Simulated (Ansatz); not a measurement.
Al3Pd: elastic constants with PBEsol

The system is Al3Pd.

```
Pd Al
1.0
     3.94691    0.00000    0.00000
     0.00000    3.94691    0.00000
     0.00000    0.00000    3.94691
Pd Al
1 3
Direct
  0.00000 0.00000 0.00000
  0.50000 0.50000 0.00000
  0.50000 0.00000 0.50000
  0.00000 0.50000 0.50000
```

The cell comes from a database or a generator and needn't be the stable form of this composition.

```
Program             : Ansatz 0.2.0
Task                : elastic constants
Functional          : PBEsol
Potentials or basis : Ansatz PAW
Cutoff              : 420 eV (not typed: the program's choice for these potentials)
k mesh              : 6 × 6 × 6
Occupations         : fermi-dirac, width 0.05 eV
Spin                : no spin polarisation
Atoms under strain  : relaxed
```

```
Pressure                        : -2.1 GPa
Band gap on the k mesh          : none (metal or under the smearing width)
Elastic constants C11, C12, C44 : 206, 60, -14 GPa
Voigt bulk modulus              : 109 GPa
```

Levels at points of the mesh, in eV from the Fermi level:
```tsv
k point	band 9	band 10	band 11	band 12	band 13	band 14	band 15	band 16	band 17	band 18
(0.00, 0.00, 0.00)	-3.69	-3.69	-2.29	-2.29	-2.29	0.05	1.81	1.81	5.83	5.83
(0.00, 0.00, -0.50)	-4.49	-3.61	-3.14	0.54	0.54	0.90	1.17	1.17	1.42	3.98
(0.00, -0.50, -0.50)	-4.20	-4.20	-3.18	-2.80	-2.52	1.12	3.57	3.57	4.05	4.05
(-0.50, -0.50, -0.50)	-3.70	-3.70	-3.70	-3.16	-3.16	-1.28	-0.65	-0.65	-0.65	11.70
```

Elastic tensor in Voigt notation (GPa, in the Cartesian axes of the cell as first typed):
```
206  60  60   0   0   0
 60 206  60   0   0   0
 60  60 206   0   0   0
  0   0   0 -14   0   0
  0   0   0   0 -14   0
  0   0   0   0   0 -14
```

Wall time 7.1 s on 2 threads of Arm Neoverse V2, with other jobs on the host, peak memory 0.36 GiB.

Caveat: the elastic tensor has a negative eigenvalue, so either the cell is unstable as it stands or the mesh is too thin; the PAW data sets come from PBE, with cores solved anew for the run's functional, which leaves a small shift of forces and pressure.
